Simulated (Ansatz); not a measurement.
HRh2:

```
H Rh
1.0
     0.00000    2.57639    2.57639
     2.57639    0.00000    2.57639
     2.57639    2.57639    0.00000
H Rh
1 2
Direct
  0.00000 0.00000 0.00000
  0.25000 0.25000 0.25000
  0.75000 0.75000 0.75000
```

The cell was built by a generator and needn't be a form met in nature.

| Quantity | Value |
| --- | --- |
| Program | Ansatz 0.2.0 |
| Task | single point |
| Functional | PBE |
| Potentials or basis | Ansatz PAW |
| Cutoff | 420 eV (not typed: the program's choice for these potentials) |
| k mesh | 9 × 9 × 9 |
| Occupations | fermi-dirac, width 0.05 eV |
| Spin | no spin polarisation |

On this cell: pressure 0.1 GPa; largest force zero by symmetry; band gap on the k mesh none (metal or under the smearing width).

The same run follows on a disturbed copy (atoms moved at random, drawn with an rms of 0.05 Å):

```
H Rh
1.0
     0.00000    2.57639    2.57639
     2.57639    0.00000    2.57639
     2.57639    2.57639    0.00000
H Rh
1 2
Direct
  0.01022 0.00227 0.98778
  0.25788 0.27523 0.23392
  0.74809 0.74744 0.75025
```

**Question.** What does the disturbed cell give?

**Answer.** The energy (extrapolated to zero smearing) moves by +8.0 meV/atom; pressure 0.9 GPa; largest force 0.517 eV/Å; band gap on the k mesh none (metal or under the smearing width).

Forces in eV/Å, atoms in the order of the input:
```
H   -0.062  0.008 -0.008
Rh  -0.085  0.067 -0.482
Rh   0.147 -0.075  0.490
```

Stress tensor (GPa, compression positive):
```
 0.24 -0.77 -0.11
-0.77  0.08 -0.10
-0.11 -0.10  2.42
```
